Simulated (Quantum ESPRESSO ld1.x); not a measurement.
**Ho in [Kr] 4d10 4f11 5s2 5p5.75 6s2 7s0.25: an all-electron calculation**

Wanted: eigenvalues, radial structure and energy terms of neutral holmium.

The numbers are computed with Quantum ESPRESSO ld1.x 7.5 (Dirac Kohn-Sham, relativistic LDA (MacDonald-Vosko exchange, VWN5 correlation), spin-unpolarised, spherical densities, point nucleus; open shells are shared between the two j in proportion to 2j + 1), except any that are marked as measured or tabulated.

## Step 1: The atom as given

```
element       : holmium (Z = 67)
charge        : 0
electrons     : 67
configuration : [Kr] 4d10 4f11 5s2 5p5.75 6s2 7s0.25
```

## Step 2: The calculation

ld1.in reads:

```fortran
 &input
    zed=67.0,
    iswitch=1,
    rel=2,
    dft='RXC-VWN',
    config='[Kr] 4d10 4f11 5s2 5p5.75 6s2 7s0.25',
    rel_dist='average',
    verbosity='high',
    lsmall=.true.,
    prefix='ld1',
    max_out_wfc=37,
    file_charge='ld1.rho',
 /
```

Q: Predict the outcome of this run.

As calculated:

```
                        quantity                   value
                    total energy       -12597.98 hartree
exchange-correlation share of it                  1.91 %
                            −T/E                  1.0967
          highest occupied level        7s1/2, -0.663 eV
    most extended occupied level  7s1/2, <r> = 12.2 bohr
 radius at density 0.001 e/bohr³               5.02 bohr
    maxima of the radial density                       4
```

**Reading.** The radial density shows 4 maxima for 7 occupied principal shells; where shells overlap, one shows as a shoulder or not at all. Relativity lifts −T/E to 1.097. This is not the tabulated ground configuration, so its levels and sizes aren't those of the ground state, and no measured value stands beside it.
